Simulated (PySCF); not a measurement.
# C₉H₂₁ClSi: NMR shifts at several levels of theory, part 2 of 2

PySCF 2.14.0. Atoms count from 0. The steps go on from the part before.

**6. Shielding tensors: KT2/pcSseg-1**

The job: settings as JSON, then the geometry in Å.

```
{"job": {"kind": "nmr", "xc": "KT2", "basis": "pcSseg-1", "pop": false}, "charge": 0, "multiplicity": 1}
C     -4.812671     0.772696    -0.701456
C     -3.800354    -0.073459    -1.456243
C     -2.486682    -0.259719    -0.706223
C     -1.460313    -1.106318    -1.455392
Si     0.172813    -1.386371    -0.547961
C     -0.145802    -2.256595     1.093460
C      1.299140    -2.453251    -1.617484
C      0.992737     0.287861    -0.223161
C      2.326795     0.224710     0.510945
C      2.939171     1.576482     0.820594
Cl     1.909196     2.548436     1.921092
H     -5.063277     0.321746     0.272483
H     -5.750974     0.886782    -1.265492
H     -4.419589     1.782892    -0.502455
H     -3.590281     0.383134    -2.439900
H     -4.231623    -1.066510    -1.675489
H     -2.700116    -0.715102     0.278015
H     -2.059848     0.734663    -0.482189
H     -1.235548    -0.645937    -2.435314
H     -1.890398    -2.098091    -1.688849
H     -0.727717    -1.619205     1.777819
H      0.796366    -2.518299     1.600389
H     -0.710653    -3.190010     0.939604
H      0.819491    -3.415522    -1.857866
H      2.249662    -2.675249    -1.106687
H      1.536779    -1.950569    -2.568764
H      0.289786     0.904969     0.363302
H      1.117712     0.808438    -1.190574
H      3.069540    -0.330454    -0.090254
H      2.219967    -0.333182     1.456752
H      3.073336     2.175580    -0.091875
H      3.913295     1.474064     1.318485
```

Level: GIAO KT2/pcSseg-1 NMR shielding, non-relativistic, gas phase.

The log of the run:

```text
coarse grid: 26048 points
cycle   1  E = -1117.2097696781  dE =  4.238e-01  |g| = 8.296e-01  |ddm| = 4.924e+00
cycle   2  E = -1117.0039023944  dE =  2.059e-01  |g| = 1.189e+00  |ddm| = 2.061e+00
cycle   3  E = -1117.4019041431  dE = -3.980e-01  |g| = 8.646e-02  |ddm| = 1.313e+00
cycle   4  E = -1117.4034528266  dE = -1.549e-03  |g| = 3.503e-02  |ddm| = 1.487e-01
cycle   5  E = -1117.4037520676  dE = -2.992e-04  |g| = 9.427e-03  |ddm| = 4.489e-02
cycle   6  E = -1117.4037732966  dE = -2.123e-05  |g| = 2.949e-03  |ddm| = 1.187e-02
cycle   7  E = -1117.4037754288  dE = -2.132e-06  |g| = 5.678e-04  |ddm| = 3.839e-03
final grid: 237360 points
cycle   8  E = -1117.4332905658  dE = -3.193e-04  |g| = 2.892e-02  |ddm| = 6.616e-02
cycle   9  E = -1117.4330453083  dE =  2.453e-04  |g| = 4.011e-02  |ddm| = 5.967e-02
cycle  10  E = -1117.4334434788  dE = -3.982e-04  |g| = 5.760e-03  |ddm| = 4.304e-02
cycle  11  E = -1117.4334513175  dE = -7.839e-06  |g| = 1.895e-03  |ddm| = 7.214e-03
cycle  12  E = -1117.4334522542  dE = -9.367e-07  |g| = 2.286e-04  |ddm| = 1.849e-03
cycle  13  E = -1117.4334522659  dE = -1.167e-08  |g| = 7.075e-05  |ddm| = 3.280e-04
cycle  14  E = -1117.4334522672  dE = -1.289e-09  |g| = 2.006e-05  |ddm| = 9.551e-05
cycle  15  E = -1117.4334522672  dE = -9.459e-11  |g| = 6.176e-06  |ddm| = 2.787e-05
converged SCF energy = -1117.4334522672

GIAO shielding tensors (ppm)
atom      isotropic    diamagn.    paramagn.     s11        s22        s33       span
  0 C      166.392     244.072     -77.681    154.033    159.515    185.627     31.594
  1 C      149.735     247.825     -98.090    133.451    146.158    169.595     36.144
  2 C      151.945     252.921    -100.976    136.619    148.665    170.551     33.932
  3 C      162.404     258.118     -95.713    150.201    157.613    179.399     29.197
  4 Si     360.320     887.900    -527.579    357.876    358.599    364.487      6.611
  5 C      188.336     256.682     -68.346    182.898    190.920    191.191      8.293
  6 C      185.966     255.409     -69.443    181.035    184.755    192.109     11.073
  7 C      169.561     259.811     -90.251    152.147    173.869    182.666     30.520
  8 C      151.537     249.663     -98.127    143.080    146.060    165.471     22.391
  9 C      127.655     247.299    -119.643     96.027    134.752    152.187     56.160
 10 Cl     863.378    1150.040    -286.662    678.277    836.245   1075.612    397.335
 11 H       30.292      28.010       2.282     26.328     28.818     35.729      9.400
 12 H       29.957      22.579       7.378     25.342     27.084     37.446     12.104
 13 H       30.269      29.460       0.809     26.148     29.051     35.607      9.459
 14 H       29.944      30.697      -0.753     25.339     30.375     34.117      8.778
 15 H       29.960      29.254       0.706     25.222     30.348     34.310      9.088
 16 H       30.085      36.565      -6.480     24.568     32.534     33.153      8.585
 17 H       30.031      38.003      -7.973     23.857     32.224     34.011     10.155
 18 H       30.666      35.823      -5.157     26.508     30.918     34.572      8.064
 19 H       30.705      34.122      -3.418     26.082     30.941     35.090      9.008
 20 H       31.021      35.043      -4.022     27.233     28.994     36.837      9.604
 21 H       31.081      32.513      -1.432     26.474     29.472     37.297     10.823
 22 H       31.302      31.430      -0.127     27.219     28.308     38.380     11.161
 23 H       31.195      30.089       1.106     26.820     28.708     38.057     11.237
 24 H       31.071      31.644      -0.573     26.321     29.570     37.323     11.002
 25 H       31.306      32.129      -0.823     27.371     28.591     37.957     10.586
 26 H       29.665      36.948      -7.284     22.875     32.440     33.679     10.804
 27 H       31.259      36.729      -5.470     26.630     31.043     36.104      9.474
 28 H       29.539      32.204      -2.665     23.099     30.858     34.659     11.560
 29 H       29.835      33.378      -3.544     24.020     31.748     33.736      9.716
 30 H       27.880      29.576      -1.697     22.163     27.633     33.843     11.679
 31 H       27.324      27.355      -0.031     20.580     27.407     33.984     13.404
```

Wall time 53 s (8 threads of Arm Neoverse V1, shared host).

This run: δ C9 55.6, C1 33.5, C8 31.7, C2 31.3, H30 3.58, H28 1.49 ppm (means over like atoms).

**7. NMR shieldings: HF/pcSseg-1**

The job, as its differences from that of step 6:

```diff
@@ -1,2 +1,2 @@
-{"job": {"kind": "nmr", "xc": "KT2", "basis": "pcSseg-1", "pop": false}, "charge": 0, "multiplicity": 1}
+{"job": {"kind": "nmr", "xc": "HF", "basis": "pcSseg-1", "pop": false}, "charge": 0, "multiplicity": 1}
 C     -4.812671     0.772696    -0.701456
```

Method: GIAO HF/pcSseg-1 NMR shielding, non-relativistic, gas phase.

The log of the run:

```text
final grid: 237360 points
cycle   1  E = -1101.2721094730  dE =  1.667e+00  |g| = 5.919e-01  |ddm| = 4.634e+00
cycle   2  E = -1101.3881452377  dE = -1.160e-01  |g| = 2.416e-01  |ddm| = 7.951e-01
cycle   3  E = -1101.4031303411  dE = -1.499e-02  |g| = 8.652e-02  |ddm| = 2.881e-01
cycle   4  E = -1101.4056350869  dE = -2.505e-03  |g| = 9.051e-03  |ddm| = 1.150e-01
cycle   5  E = -1101.4056723400  dE = -3.725e-05  |g| = 2.983e-03  |ddm| = 1.818e-02
cycle   6  E = -1101.4056769320  dE = -4.592e-06  |g| = 9.248e-04  |ddm| = 6.791e-03
cycle   7  E = -1101.4056774426  dE = -5.106e-07  |g| = 2.876e-04  |ddm| = 2.289e-03
cycle   8  E = -1101.4056775009  dE = -5.829e-08  |g| = 8.875e-05  |ddm| = 8.045e-04
cycle   9  E = -1101.4056775050  dE = -4.161e-09  |g| = 2.337e-05  |ddm| = 1.922e-04
cycle  10  E = -1101.4056775054  dE = -3.299e-10  |g| = 6.158e-06  |ddm| = 5.250e-05
converged SCF energy = -1101.4056775054

GIAO shielding tensors (ppm)
atom      isotropic    diamagn.    paramagn.     s11        s22        s33       span
  0 C      174.427     240.492     -66.065    163.330    169.280    190.672     27.342
  1 C      162.494     243.727     -81.233    148.846    158.362    180.274     31.428
  2 C      165.349     250.225     -84.876    152.708    161.448    181.891     29.183
  3 C      175.761     258.041     -82.280    167.401    170.449    189.433     22.032
  4 Si     390.849     879.308    -488.459    387.567    388.574    396.406      8.840
  5 C      195.130     256.352     -61.222    191.383    196.162    197.845      6.462
  6 C      193.305     255.262     -61.956    190.263    192.453    197.201      6.939
  7 C      182.496     259.276     -76.781    168.258    186.107    193.121     24.863
  8 C      165.072     245.650     -80.579    156.377    160.672    178.166     21.789
  9 C      141.504     241.737    -100.233    113.919    147.155    163.437     49.518
 10 Cl     942.593    1146.996    -204.403    800.323    927.140   1100.316    299.993
 11 H       30.766      27.455       3.312     26.248     29.263     36.788     10.541
 12 H       30.486      24.197       6.289     25.451     27.277     38.732     13.281
 13 H       30.744      28.198       2.546     26.056     29.509     36.666     10.610
 14 H       30.634      30.668      -0.035     25.419     30.891     35.592     10.173
 15 H       30.647      30.116       0.530     25.276     30.851     35.813     10.536
 16 H       30.890      36.231      -5.341     24.671     33.447     34.551      9.880
 17 H       30.846      36.931      -6.085     23.955     33.141     35.441     11.485
 18 H       31.567      36.256      -4.689     26.804     31.450     36.446      9.642
 19 H       31.591      35.002      -3.410     26.336     31.458     36.980     10.645
 20 H       31.590      34.885      -3.295     27.573     29.392     37.805     10.232
 21 H       31.658      32.628      -0.970     26.729     29.718     38.526     11.797
 22 H       31.765      31.573       0.192     27.184     28.625     39.486     12.302
 23 H       31.682      30.328       1.354     26.810     28.988     39.247     12.437
 24 H       31.660      31.887      -0.227     26.551     29.992     38.437     11.886
 25 H       31.807      32.309      -0.502     27.489     29.002     38.930     11.441
 26 H       30.659      36.512      -5.853     23.334     33.930     34.714     11.380
 27 H       32.004      36.774      -4.770     26.815     31.575     37.622     10.806
 28 H       30.461      32.479      -2.018     23.497     31.437     36.448     12.951
 29 H       30.534      32.659      -2.124     24.376     32.175     35.053     10.677
 30 H       28.607      28.783      -0.176     22.963     28.030     34.828     11.865
 31 H       28.206      28.030       0.175     21.298     27.757     35.562     14.264
```

It took 53 s on 8 threads of Arm Neoverse V1, shared host.

This run: δ C9 49.3, C1 28.4, C8 25.8, C2 25.5, H30 3.28, H28 1.19 ppm (means over like atoms).

**8. Comparing the runs: NMR shifts**

Isotropic shieldings (ppm) of some atoms, chosen among heavy atoms and hydrogens apart, means over like atoms, with basis size and wall time:

```
             run     C9     C2     C3    H26    H18    Si4  Cl10  functions     time
   PBE0/pcSseg-1  129.9  155.2  165.4  30.68  30.90  350.0   877        306  3.1 min
    PBE/pcSseg-1  123.2  148.6  158.8  30.50  30.73  333.0   846        306     56 s
wB97X-D/pcSseg-1  130.7  156.1  166.4  30.84  31.07  349.9   882        306  2.9 min
    KT2/pcSseg-1  127.7  151.9  162.4  30.46  30.69  360.3   863        306     53 s
     HF/pcSseg-1  141.5  165.3  175.8  31.33  31.58  390.8   943        306     53 s
```

**9. Outcome**

What follows sums up all 2 parts.

| quantity | value |
| --- | --- |
| point group | C1 |
| rotational constants (main isotopes) | 0.81, 0.37, 0.28 GHz |
| ¹³C shifts against TMS (PBE0/pcSseg-1, means over atoms taken as alike) | 54.5, 31.5, 29.3, 29.2, 19.0, 16.6, 11.9, -3.9 ppm |
| ¹H shifts against TMS (PBE0/pcSseg-1, means over atoms taken as alike) | 3.44, 1.37, 1.17, 1.02, 0.99, 0.58, 0.36, 0.00 ppm |
| ²⁹Si shifts against TMS (PBE0/pcSseg-1) | 2.0 ppm |
| ³⁵Cl shifts against HCl (PBE0/pcSseg-1) | 66 ppm |
| range of the shielding of Cl10 | 846 to 943 ppm |

Single values in the summary come from the first run of each kind that ended normally (PBE0/pcSseg-1), which need not be the best level. Over 9 steps the energy fell by 0.122 eV; of the close pairs, Si4–C6 changed most, 1.909 to 1.884 Å. At PBE0/pcSseg-1: Shielding is most anisotropic at Cl10 (span 382 ppm, paramagnetic term -270 ppm). Across the 5 runs the shielding of Cl10 moves most, between 846 (PBE/pcSseg-1) and 943 ppm (HF/pcSseg-1).
